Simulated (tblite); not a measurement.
# C6H11BBrF: the cost of one run

Computed with tblite 0.8.0 and PySCF 2.14.0, with density-fitted response routines of our own, on a single molecule in the gas phase. Atoms count from 0, in the outputs and in this text.

## (1) The molecule as given

20 atoms, charge 0, multiplicity 1; geometry from: force field or distance geometry start.

Bonds of the start (Å): B0–C1 1.58, C1–C2 1.53, C2–F3 1.38, C1–C4 1.37, C4–Br5 1.93, C4–C6 1.53, C6–C7 1.52, C6–C8 1.54, B0–H9 1.17, B0–H10 1.19, C2–H11 1.11, C2–H12 1.10, C6–H13 1.11, C7–H14 1.12, C7–H15 1.12, C7–H16 1.11, C8–H17 1.12, C8–H18 1.11, C8–H19 1.11.

## (2) Optimising the geometry with GFN2-xTB

What the job is given:

```
{"job": {"kind": "relax", "xc": "GFN2-xTB", "basis": "xTB"}, "charge": 0, "multiplicity": 1}
B      1.544900     1.504900    -0.730500
C      1.417100     0.114300     0.005700
C      2.734000    -0.626800     0.247800
F      2.857400    -1.632900    -0.691500
C      0.229700    -0.451600     0.388000
Br     0.196100    -2.261400     1.071100
C     -1.113300     0.250300     0.171400
C     -1.664500    -0.071400    -1.210900
C     -2.130100    -0.127000     1.261200
H      2.594400     1.929400    -1.023800
H      0.592000     2.103900    -1.115800
H      2.757100    -1.050000     1.271700
H      3.594500     0.057200     0.161900
H     -0.985300     1.345600     0.259400
H     -2.631200     0.471800    -1.377700
H     -1.853700    -1.166600    -1.307300
H     -0.954300     0.245600    -1.999300
H     -3.038700     0.512300     1.165100
H     -1.700100     0.044800     2.274700
H     -2.450900    -1.181600     1.175700
```

Command:

```
OMP_NUM_THREADS=1 python probes_run.py task.json out
```

This one command runs all jobs of the session in turn.

**Question.** How long does this first job take on 1 thread of Arm Neoverse N1, shared host?

About 3.9 s.
